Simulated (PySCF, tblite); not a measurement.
**C5H11GeN: geometry, infrared bands and NMR shifts**

Aim: predict the infrared bands and NMR shifts of C5H11GeN (`[NH2][Ge@@H]1[CH2]C=CC[CH2]1`).

The runs use tblite 0.8.0 and PySCF 2.14.0, with density-fitted response routines of our own; the level of theory stands in each step. All values are computed, except where a source is named. Atoms are numbered from 0 throughout.

### 1 The starting structure

18 atoms, charge 0, multiplicity 1; geometry from: force field or distance geometry start.

Bonds of the start (Å): N0–Ge1 1.83, Ge1–C2 1.93, C2–C3 1.49, C3–C4 1.34, C4–C5 1.47, C5–C6 1.53, C6–Ge1 1.95, N0–H7 1.03, N0–H8 1.04, Ge1–H9 1.55, C2–H10 1.13, C2–H11 1.13, C3–H12 1.11, C4–H13 1.08, C5–H14 1.13, C5–H15 1.09, C6–H16 1.12, C6–H17 1.10.

### 2 Relaxing the molecule with GFN2-xTB

Job settings and geometry (Å):

```
{"job": {"kind": "relax", "xc": "GFN2-xTB", "basis": "xTB"}, "charge": 0, "multiplicity": 1}
N      2.621100     0.698600     0.720600
Ge     1.179500     0.231600    -0.307300
C     -0.256300     1.525800    -0.355700
C     -1.541000     1.016900     0.198100
C     -1.899100    -0.270300     0.166700
C     -1.039000    -1.276000    -0.474200
C      0.272100    -1.390500     0.298000
H      2.532400     0.552000     1.741200
H      3.500700     0.235000     0.401500
H      1.625200    -0.068400    -1.758800
H     -0.460500     1.842000    -1.419300
H      0.017800     2.479400     0.176500
H     -2.239700     1.716000     0.704700
H     -2.843900    -0.567400     0.594700
H     -0.778500    -0.861600    -1.491800
H     -1.521500    -2.237200    -0.648800
H     -0.005200    -1.314300     1.383800
H      0.827100    -2.305300     0.058400
```

Command:

```bash
$ OMP_NUM_THREADS=1 python probes_run.py task.json out
```

This one command runs all jobs of the session in turn.

**Question.** This job is followed by: GFN2-xTB harmonic vibrations, gas phase; GIAO PBE0/pcSseg-1 NMR shielding, non-relativistic, gas phase. Predict these results of the whole session: strongest single infrared mode (GFN2-xTB); zero-point energy (GFN2-xTB); 13C shifts against TMS (PBE0/pcSseg-1); 1H shifts against TMS (PBE0/pcSseg-1, means over atoms taken as alike); 15N shifts against NH3 (PBE0/pcSseg-1); 73Ge shifts against GeMe4 (PBE0/pcSseg-1); surface potential, 1st and 99th percentile.

As calculated:

| quantity | value |
| --- | --- |
| strongest single infrared mode (GFN2-xTB) | 1885 cm⁻¹, 516 km/mol |
| zero-point energy (GFN2-xTB) | 91.4 kcal/mol |
| 13C shifts against TMS (PBE0/pcSseg-1) | 139.5, 135.9, 26.0, 17.6, 15.5 ppm |
| 1H shifts against TMS (PBE0/pcSseg-1, means over atoms taken as alike) | 6.38, 6.27, 4.98, 2.55, 1.92, 1.79, 1.59, 1.16, 0.45, -0.26 ppm |
| 15N shifts against NH3 (PBE0/pcSseg-1) | 7.2 ppm |
| 73Ge shifts against GeMe4 (PBE0/pcSseg-1) | -13 ppm |
| surface potential, 1st and 99th percentile | -1.60 V and 1.23 V |

**Reading.** Relaxing lowered the energy by 0.461 eV in 134 steps; the close pair that moved most is Ge1–C2, from 1.934 to 1.991 Å. No mode is imaginary among the 48: a minimum at this level. The strongest single mode, at 1885 cm⁻¹, moves mainly H9. GFN2-xTB is a fitted tight-binding method: band positions and strengths are rough. Its intensities can rank the bands wrongly. At PBE0/pcSseg-1: The widest tensor belongs to Ge1: span 257 ppm, with a paramagnetic part of -1411 ppm. Spin-orbit coupling is left out, which matters for shieldings and couplings at and beside the heavy atoms.
